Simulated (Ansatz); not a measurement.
# Si8Ge7Ir: the cost of one run

Program: Ansatz 0.2.0. Level of theory: DFT PBE, scalar-relativistic, plane waves, PAW. These are calculated values, not measurements.

## (1) The structure to begin with

The cell holds 16 atoms (Ge7IrSi8): a = 6.530 Å, b = 6.530 Å, c = 6.530 Å, α = 90.00°, β = 90.00°, γ = 90.00°.

The sites of an ideal bcc lattice, at a guessed lattice constant, take 7 Ge, 1 Ir, 8 Si (sublattices apart by semicolons), with a shake of 0.02 Å. Warren-Cowley parameters of the first shell (negative: unlike neighbours preferred): Ge-Ir -0.14, Ge-Si +0.00, Ir-Si +0.00. In a cell this small the draw can fall short of the order aimed at.

Structure file:

```
Si Ge Ir
1.0
     6.53043    0.00000    0.00000
     0.00000    6.53043    0.00000
     0.00000    0.00000    6.53043
Si Ge Ir
8 7 1
Direct
  0.00104 0.99945 0.99873
  0.00247 0.50265 0.00152
  0.50161 0.49441 0.00106
  0.74714 0.25151 0.26026
  0.00036 0.49719 0.50468
  0.25597 0.25412 0.75396
  0.25382 0.74718 0.74714
  0.75039 0.74876 0.75295
  0.50556 0.99821 0.99810
  0.00523 0.00163 0.50009
  0.25204 0.24602 0.25180
  0.49792 0.00437 0.50227
  0.24229 0.74675 0.25314
  0.75401 0.74721 0.25186
  0.75294 0.25376 0.75151
  0.49849 0.49900 0.49817
```

## (2) Relaxation without symmetry, coarse mesh

A cheap relaxation: coarse mesh, no symmetry, loose thresholds.

Input file input.yaml:

```yaml
crystal:
  lattice:
    - [6.53042932, 0.0, 0.0]
    - [0.0, 6.53042932, 0.0]
    - [0.0, 0.0, 6.53042932]
  atoms:
    - { symbol: Si, position: [0.0010391267, 0.9994532431, 0.9987339518] }
    - { symbol: Si, position: [0.0024737164, 0.502653772, 0.0015151479] }
    - { symbol: Si, position: [0.5016135491, 0.4944088725, 0.0010608194] }
    - { symbol: Si, position: [0.7471428382, 0.2515086435, 0.260262173] }
    - { symbol: Si, position: [0.0003579971, 0.4971882094, 0.5046838539] }
    - { symbol: Si, position: [0.2559699459, 0.2541239962, 0.7539622805] }
    - { symbol: Si, position: [0.2538216401, 0.7471814303, 0.747136379] }
    - { symbol: Si, position: [0.7503881603, 0.7487588799, 0.7529517431] }
    - { symbol: Ge, position: [0.5055640606, 0.9982059012, 0.9981015643] }
    - { symbol: Ge, position: [0.00522789, 0.0016340511, 0.5000940308] }
    - { symbol: Ge, position: [0.2520440508, 0.2460196984, 0.2517979532] }
    - { symbol: Ge, position: [0.4979235253, 0.0043704015, 0.5022699668] }
    - { symbol: Ge, position: [0.2422866233, 0.7467490178, 0.2531374074] }
    - { symbol: Ge, position: [0.7540063642, 0.7472102952, 0.2518606019] }
    - { symbol: Ge, position: [0.7529408554, 0.2537582022, 0.7515075112] }
    - { symbol: Ir, position: [0.4984926978, 0.4989952347, 0.498172807] }
  symmetry: { detect: false }
basis:
  ecutwfc: 420
kpoints:
  mp_grid: { grid: [2, 2, 2], shift: [0.5, 0.5, 0.5] }
hamiltonian:
  xc: pbe
scf:
  occupations: { method: gaussian, width: 0.1 }
  lower_state_search: "off"
output:
  forces: true
  stress: true
  eigenvalues: true
relax:
  adjacent_minimum: "off"
  f_tol: 0.04
  max_steps: 50
  cell: { stress_tol: 0.3 }
```

Launch:

```console
$ ansatz run input.yaml --threads 4 --pin off --max-ram 9216MiB --backend cpu --events-out ev --progress --plain --runs-dir out
```

What time and memory should one allow on 4 threads of Intel Xeon Platinum 8488C (Sapphire Rapids), shared host?

About 3.4 min, with a peak of 0.9 GiB.
